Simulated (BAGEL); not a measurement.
**[BH2Br2]− (SMILES Br[BH2-]Br): HF/aug-cc-pVDZ (density fitting with qzvpp-jkfit)**

Aim: the vertical ionisation energy of [BH2Br2]− at HF/aug-cc-pVDZ (density fitting with qzvpp-jkfit), from 2 runs. 

Program for the calculation: BAGEL 1.2.2.

2 further runs of the same task are left out: 2 set aside as unsound or not needed.

## 1. Starting point

The species is [BH2Br2]− (5 atoms), meant as a singlet with charge -1. SMILES: `Br[BH2-]Br`. The coordinates come from a GFN2-xTB relaxation.

Bond lengths: Br1–B2 2.020 Å, B2–Br3 2.020 Å, B2–H4 1.201 Å, B2–H5 1.201 Å. Angles: Br1–B2–Br3 110.7°, Br1–B2–H4 108.2°, Br1–B2–H5 108.3°, Br3–B2–H4 108.2°, Br3–B2–H5 108.2°, H4–B2–H5 113.2°.

## 2. A single-point energy at HF/aug-cc-pVDZ (density fitting with qzvpp-jkfit)

Contents of input.json:

```json
{ "bagel" : [

{
  "title" : "molecule",
  "basis" : "aug-cc-pvdz.json",
  "df_basis" : "qzvpp-jkfit",
  "angstrom" : "true",
  "geometry" : [
    { "atom" : "Br", "xyz" : [      -1.618380,      -0.257020,       0.992490 ] },
    { "atom" : "B", "xyz" : [       0.005190,       0.130490,      -0.145410 ] },
    { "atom" : "Br", "xyz" : [       1.566920,      -1.016280,       0.427240 ] },
    { "atom" : "H", "xyz" : [      -0.261480,      -0.139250,      -1.284780 ] },
    { "atom" : "H", "xyz" : [       0.307750,       1.282070,       0.010460 ] }
  ]
},

{
  "title" : "hf",
  "charge" : -1
},

{
  "title" : "print",
  "file" : "orbitals.molden",
  "orbitals" : "true"
}

]}
```

The basis set aug-cc-pVDZ is read from a file made from the Basis Set Exchange's data (not shown).

On the command line:

```bash
$ BAGEL_NUM_THREADS=1 BAGEL input.json > input.out
```

The program printed:

```text
* using 1 threads per process

  ===============================================================
  ===============================================================

  *** Geometry ***

  { "atom" : "Br", "xyz" : [     -3.058295,     -0.485697,      1.875534 ] },
  { "atom" : "B", "xyz" : [      0.009808,      0.246590,     -0.274785 ] },
  { "atom" : "Br", "xyz" : [      2.961050,     -1.920491,      0.807367 ] },
  { "atom" : "H", "xyz" : [     -0.494126,     -0.263144,     -2.427882 ] },
  { "atom" : "H", "xyz" : [      0.581563,      2.422761,      0.019767 ] },

  Number of auxiliary basis functions:      643

  Since a DF basis is specified, we compute 2- and 3-index integrals:
    o Being stored without compression. Storage requirement is 0.066 GB

  Number of basis functions:      113
  Number of electrons      :       77

    * METHOD: MOLECULE                             0.44

  *** RHF ***

  === Nuclear Repulsion ===
   319.3440486071

      * DIIS with orbital gradients will be used.

  === RHF iteration (aug-cc-pvdz.json) ===
      0      -5170.54037394          0.01764290           0.21
      1      -5170.69529883          0.01043837           0.20
      2      -5170.74777157          0.00088297           0.20
      3      -5170.74869735          0.00020263           0.20
      4      -5170.74875434          0.00006026           0.20
      5      -5170.74875866          0.00001423           0.20
      6      -5170.74875901          0.00000386           0.20
      7      -5170.74875903          0.00000100           0.20
      8      -5170.74875903          0.00000028           0.20
      9      -5170.74875903          0.00000009           0.20
     10      -5170.74875903          0.00000003           0.20
     11      -5170.74875903          0.00000001           0.20
     12      -5170.74875903          0.00000000           0.20
    * SCF iteration converged.

    * Permanent dipole moment:
           (    0.009085,     0.212495,    -0.237172) a.u.

    * METHOD: HF                                   2.98

    * METHOD: PRINT                                0.02

  ===============================================================
```

Run time: 3.9 s. Hardware: 1 thread of Arm Neoverse V2, shared host; peak memory 0.23 GiB.

## 3. Doublet neutral BH2Br2

Contents of calc.json:

```json
{ "bagel": [

{
  "title": "molecule",
  "basis": "aug-cc-pvdz.json",
  "df_basis": "qzvpp-jkfit",
  "angstrom": true,
  "geometry": [
    { "atom": "Br", "xyz": [   -1.618380,   -0.257020,    0.992490 ] },
    { "atom": "B", "xyz": [    0.005190,    0.130490,   -0.145410 ] },
    { "atom": "Br", "xyz": [    1.566920,   -1.016280,    0.427240 ] },
    { "atom": "H", "xyz": [   -0.261480,   -0.139250,   -1.284780 ] },
    { "atom": "H", "xyz": [    0.307750,    1.282070,    0.010460 ] }
  ]
},
{ "title": "uhf", "nopen": 1 },
{ "title": "print", "file": "orbitals.molden", "orbitals": true }

]}
```

The basis set aug-cc-pVDZ is read from a file made from the Basis Set Exchange's data (not shown).

On the command line:

```bash
$ BAGEL_NUM_THREADS=1 BAGEL calc.json > calc.out
```

The program printed:

```text
* using 1 threads per process

  ===============================================================
  ===============================================================

  *** Geometry ***

  { "atom" : "Br", "xyz" : [     -3.058295,     -0.485697,      1.875534 ] },
  { "atom" : "B", "xyz" : [      0.009808,      0.246590,     -0.274785 ] },
  { "atom" : "Br", "xyz" : [      2.961050,     -1.920491,      0.807367 ] },
  { "atom" : "H", "xyz" : [     -0.494126,     -0.263144,     -2.427882 ] },
  { "atom" : "H", "xyz" : [      0.581563,      2.422761,      0.019767 ] },

  Number of auxiliary basis functions:      643

  Since a DF basis is specified, we compute 2- and 3-index integrals:
    o Being stored without compression. Storage requirement is 0.066 GB

  Number of basis functions:      113
  Number of electrons      :       77

    * METHOD: MOLECULE                             0.45

  *** Open-shell HF ***

  === Nuclear Repulsion ===
   319.3440486071

      * DIIS with orbital gradients will be used.

  === UHF iteration (aug-cc-pvdz.json) ===
      0      -5170.45698269          0.02526375           0.38
      1      -5170.54596879          0.01467270           0.38
      2      -5170.56617546          0.00855986           0.38
      3      -5170.57674062          0.00066851           0.38
      4      -5170.57715465          0.00036254           0.38
      5      -5170.57726679          0.00021320           0.38
      6      -5170.57736938          0.00012343           0.38
      7      -5170.57741892          0.00005145           0.38
      8      -5170.57742916          0.00001926           0.38
      9      -5170.57743165          0.00000756           0.38
     10      -5170.57743232          0.00000649           0.39
     11      -5170.57743248          0.00000685           0.39
     12      -5170.57743246          0.00000665           0.40
     13      -5170.57743230          0.00000404           0.41
     14      -5170.57743236          0.00000244           0.40
     15      -5170.57743238          0.00000142           0.40
[... 14 lines of this table left out ...]
     30      -5170.57743238          0.00000003           0.39
     31      -5170.57743238          0.00000003           0.39
     32      -5170.57743238          0.00000003           0.39
     33      -5170.57743238          0.00000002           0.39
     34      -5170.57743238          0.00000002           0.39
     35      -5170.57743238          0.00000002           0.39
     36      -5170.57743238          0.00000002           0.39
     37      -5170.57743238          0.00000001           0.39
    * SCF iteration converged.

    * S^2 (UHF) is 0.7706

    * Permanent dipole moment:
           (   -0.004714,    -0.138251,     0.153936) a.u.

    * METHOD: UHF                                 15.07

    * METHOD: PRINT                                0.02

  ===============================================================
```

Wall time 16 s (1 thread of Arm Neoverse V2, shared host); peak memory 0.23 GiB.

## 4. Results

At HF/aug-cc-pVDZ (density fitting with qzvpp-jkfit):

```
                                                                quantity           value
                                         singlet [BH2Br2]−: total energy  -5170.74876 Eh
                                          singlet [BH2Br2]−: HOMO energy        -5.33 eV
                                          singlet [BH2Br2]−: LUMO energy         4.29 eV
singlet [BH2Br2]−: HOMO–LUMO gap (to an unbound level, set by the basis)         9.62 eV
                                    doublet neutral BH2Br2: total energy  -5170.57743 Eh
                                   doublet neutral BH2Br2: dipole moment          0.53 D
                                            doublet neutral BH2Br2: ⟨S²⟩           0.771
                     vertical detachment energy (to the doublet neutral)        4.662 eV
```

What this shows: Removing an electron at fixed nuclei costs 4.66 eV (108 kcal/mol). The negative HOMO energy of the first species, 5.33 eV, lies 0.67 eV above that difference.
